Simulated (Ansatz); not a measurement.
# C₃H₇ClSi: basis-set convergence

The task here is to estimate one member of a computed series from the others.

Computed with Ansatz 0.2.0, Gaussian basis. Level: one geometry, several basis sets.

The runs, in order: PBE0-D4/def2-SVP; ωB97M-V/def2-SVP; PBE0-D4/def2-QZVPP; ωB97M-V/def2-QZVPP; the functionals' def2-TZVPP values are taken from earlier runs.

### The relaxed structure

All runs share one geometry, relaxed beforehand with PBE0-D4 in a triple-zeta def2 set.

12 atoms, charge 0, spin multiplicity 1.

Atoms are counted from 1 here; the program's logs count them from 0.

Bond lengths: Si1–C2 1.863 Å, Si1–H6 1.486 Å, Si1–H7 1.485 Å, Si1–H8 1.488 Å, C2–C3 1.333 Å, C2–H9 1.090 Å, C3–C4 1.484 Å, C3–H10 1.089 Å, C4–Cl5 1.793 Å, C4–H11 1.087 Å, C4–H12 1.091 Å. Angles: C2–Si1–H6 108.9°, C2–Si1–H7 112.6°, C2–Si1–H8 109.7°, H6–Si1–H7 108.9°, H6–Si1–H8 108.0°, H7–Si1–H8 108.6°, Si1–C2–C3 129.2°, Si1–C2–H9 114.8°, C3–C2–H9 116.0°, C2–C3–C4 125.8°, C2–C3–H10 119.7°, C4–C3–H10 114.5°, C3–C4–Cl5 110.3°, C3–C4–H11 112.7°, C3–C4–H12 111.3°, Cl5–C4–H11 107.0°, Cl5–C4–H12 105.8°, H11–C4–H12 109.4°.

Coordinates:

```xyz
12
C3H7ClSi
Si   -0.8597   -0.4423    1.5643
C     0.7735   -0.0832    0.7430
C     1.0320    0.1849   -0.5369
C     0.0349    0.2211   -1.6353
Cl   -0.0194    1.8544   -2.3739
H    -1.0188    0.4620    2.7331
H    -2.0138   -0.2531    0.6486
H    -0.8745   -1.8441    2.0620
H     1.6330   -0.0857    1.4131
H     2.0531    0.3996   -0.8472
H    -0.9722   -0.0082   -1.2955
H     0.3088   -0.4607   -2.4413
```

Set-up of the first run:

in.yaml reads:

```yaml
crystal:
  periodic: [false, false, false]
  atoms:
    - {symbol: Si, position_ang: [-0.859663, -0.442268, 1.564273]}
    - {symbol: C, position_ang: [0.773540, -0.083243, 0.743035]}
    - {symbol: C, position_ang: [1.031970, 0.184912, -0.536947]}
    - {symbol: C, position_ang: [0.034886, 0.221102, -1.635280]}
    - {symbol: Cl, position_ang: [-0.019367, 1.854365, -2.373907]}
    - {symbol: H, position_ang: [-1.018761, 0.462031, 2.733099]}
    - {symbol: H, position_ang: [-2.013767, -0.253090, 0.648593]}
    - {symbol: H, position_ang: [-0.874463, -1.844075, 2.062040]}
    - {symbol: H, position_ang: [1.633005, -0.085687, 1.413092]}
    - {symbol: H, position_ang: [2.053074, 0.399628, -0.847189]}
    - {symbol: H, position_ang: [-0.972222, -0.008204, -1.295543]}
    - {symbol: H, position_ang: [0.308769, -0.460673, -2.441264]}
basis:
  gaussian: {orbitals: def2-SVP}
hamiltonian: {xc: pbe0, dispersion: d4}
output: {orbitals: {seedname: orbitals}}
```

Steps of the session up to this table: PBE0-D4 in def2-SVP; ωB97M-V in def2-SVP; PBE0-D4 in def2-QZVPP; ωB97M-V in def2-QZVPP.

One table of the session follows, with a row left open; its other results are not shown here.

It belongs to the step «Density functionals: the series». 

| functional | basis | HOMO (eV) |
| --- | --- | --- |
| PBE0-D4 | def2-SVP | ? |
| PBE0-D4 | def2-TZVPP | -7.95 |
| PBE0-D4 | def2-QZVPP | -7.98 |
| ωB97M-V | def2-SVP | -10.04 |
| ωB97M-V | def2-TZVPP | -10.14 |
| ωB97M-V | def2-QZVPP | -10.16 |

**Question.** Estimate the row for PBE0-D4, def2-SVP.

As computed: HOMO (eV): -7.88. In the column «HOMO (eV)» it is the highest.
